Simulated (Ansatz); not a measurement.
# H4Sn: the cost of one run

Method: PBE0-D4/def2-TZVP structures, single points in def2-TZVPP, no counterpoise correction; program: Ansatz 0.2.0, Gaussian basis.

Levels: SPW92, PBE-D4, BLYP-D4, r2SCAN-D4, B97M-V, PBE0-D4, B3LYP-D4, r2SCAN0-D4, BHLYP-D4, CAM-B3LYP-D4, wB97X-V, wB97M-V, B2PLYP, PBE-QIDH, RPA on PBE, Hartree-Fock, MP2, CCSD, CCSD(T).

Cores are frozen in the correlated methods. Filled d shells of the heavier atoms are correlated. Core potentials replace the inner electrons past krypton, and spin-orbit coupling is left out. B3LYP uses VWN-RPA correlation. B2PLYP carries no dispersion term here.

107 further runs of the same task are left out: 107 set aside as unsound or not needed.

## (1) The starting structure

The complex: 10 atoms, charge 0, spin multiplicity 1.

Atoms are counted from 1 here; the program's logs count them from 0.

Bond lengths: Sn1–H2 1.717 Å, Sn1–H3 1.712 Å, Sn1–H4 1.697 Å, Sn1–H5 1.696 Å, H6–F7 0.949 Å, H8–O9 0.965 Å, O9–H10 0.961 Å. Angles: H2–Sn1–H3 105.5°, H2–Sn1–H4 109.6°, H2–Sn1–H5 109.9°, H3–Sn1–H4 109.2°, H3–Sn1–H5 109.2°, H4–Sn1–H5 113.2°, H8–O9–H10 106.3°.

Geometry (Å):

```
Sn   -1.1232    1.2964   -0.5109
H    -0.5181   -0.2000   -1.0974
H    -2.1953    1.8618   -1.7194
H    -1.9896    1.0373    0.9247
H     0.1502    2.4021   -0.3314
H     1.1880   -0.5771    1.1707
F     0.8838    0.1721    1.6678
H     0.8874   -1.5563   -0.6165
O     1.4801   -1.7761    0.1126
H     1.2367   -2.6601    0.3999
```

Its parts: SnH4 holds atoms 1, 2, 3, 4, 5; HF holds atoms 6, 7; H2O holds atoms 8, 9, 10. Each part counts its atoms afresh in its own runs.

## (2) Relaxing SnH4 alone

relax-a/in.yaml

```yaml
crystal:
  periodic: [false, false, false]
  atoms:
    - {symbol: Sn, position_ang: [-1.123245, 1.296407, -0.510896]}
    - {symbol: H, position_ang: [-0.518088, -0.199981, -1.097431]}
    - {symbol: H, position_ang: [-2.195254, 1.861821, -1.719376]}
    - {symbol: H, position_ang: [-1.989565, 1.037264, 0.924736]}
    - {symbol: H, position_ang: [0.150183, 2.402150, -0.331444]}
basis:
  gaussian: {orbitals: def2-TZVP}
hamiltonian: {xc: pbe0, dispersion: d4}
relax: {f_tol: 0.005, max_steps: 200}
```

Started as:

```bash
$ ansatz run in.yaml --threads 4 --pin off --events-out ev --progress --plain --max-ram 9574MiB
```

**Question.** How long does this run take on 4 threads of Arm Neoverse V2, shared host?

About 1.6 s.
